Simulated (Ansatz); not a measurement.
## AlClFH₃Si, SMILES F[SiH2][AlH][Cl]: a short molecular-dynamics run

Program: Ansatz's Python interface.

The script reads `alclfh3si.xyz`:
```text
7

F    -1.95970    0.65580    0.68500
Si   -0.37760    0.93560    0.33190
Al    0.57170   -1.11510   -0.30550
Cl   -0.08580   -2.20110   -2.05670
H    -0.23570    1.89260   -0.78920
H     0.30550    1.47750    1.52580
H     1.84280   -1.71340    0.56310
```

Script `alclfh3si.py`:
```python
"""Molecular dynamics of one AlClFH3Si molecule."""

import ansatz as az
import numpy as np


def main() -> None:
    system = az.Crystal.molecule_from_extxyz("alclfh3si.xyz")

    job = (
        system.calculation()
        .basis(gaussian="6-31G*")  # the orbital basis, by name
        .functional("hf")
    )
    symbols = [site.symbol for site in system.cartesian_sites]
    start = np.array([site.position_ang for site in system.cartesian_sites], dtype=float)
    data = job.relax(force_tolerance=0.02).run(threads=1).report
    end = np.array(data["positions_ang"])
    minimum = az.Crystal.molecule()
    for symbol, place in zip(symbols, end):
        minimum = minimum.atom(symbol, place.tolist())

    # dynamics from the relaxed geometry
    job = (
        minimum.calculation()
        .basis(gaussian="6-31G*")  # atom-centred Gaussian functions
        .functional("hf")
        .md("nvt_langevin", timestep=0.25, steps=20, temperature=500, initial_velocities="maxwell_boltzmann", seed=4, friction=0.02)
    )
    frames = []
    done = job.session().plan().execute(on_event=lambda e: frames.append(e["data"]) if e["event"] == "md_step" else None)
    print("t (fs)   E_pot (eV)      E_kin (eV)   T (K)   d(0-1) (A)")
    for f in frames[::2]:
        xyz = np.array(f["positions_ang"])
        print(f"{f['time_fs']:6.2f} {f['lagrangian_ev']:14.5f} {f['e_kin_ev']:10.5f} {f['temperature_k']:8.1f} {np.linalg.norm(xyz[0] - xyz[1]):9.4f}")
    print("mean temperature", round(float(np.mean([f["temperature_k"] for f in frames])), 1), "K")


if __name__ == "__main__":
    main()
```

```console
$ python alclfh3si.py
t (fs)   E_pot (eV)      E_kin (eV)   T (K)   d(0-1) (A)
  0.00   -29704.15818    0.38778    428.6    1.6057
  0.50   -29704.15573    0.33532    370.6    1.6020
  1.00   -29704.14933    0.37818    418.0    1.5987
  1.50   -29704.13874    0.38765    428.4    1.5954
  2.00   -29704.12417    0.38357    423.9    1.5918
  2.50   -29704.10448    0.37857    418.4    1.5883
  3.00   -29704.08005    0.36621    404.7    1.5846
  3.50   -29704.05250    0.35226    389.3    1.5808
  4.00   -29704.02695    0.32048    354.2    1.5773
  4.50   -29704.00312    0.31001    342.6    1.5742
  5.00   -29703.98124    0.30019    331.8    1.5716
mean temperature 398.4 K
```

Notes:
- Total energies depend on the basis set; only differences at equal settings carry meaning.
- The trajectory is only some femtoseconds long, so its temperature is not equilibrated; where the script doesn't relax first, it starts from a rough generated geometry.
- The printed temperature counts all 3N degrees of freedom under Langevin dynamics, so the first row lies under the target.
- The whole script took 44 s on 1 thread of Arm Neoverse V1, on a shared host, peak memory 0.22 GiB.
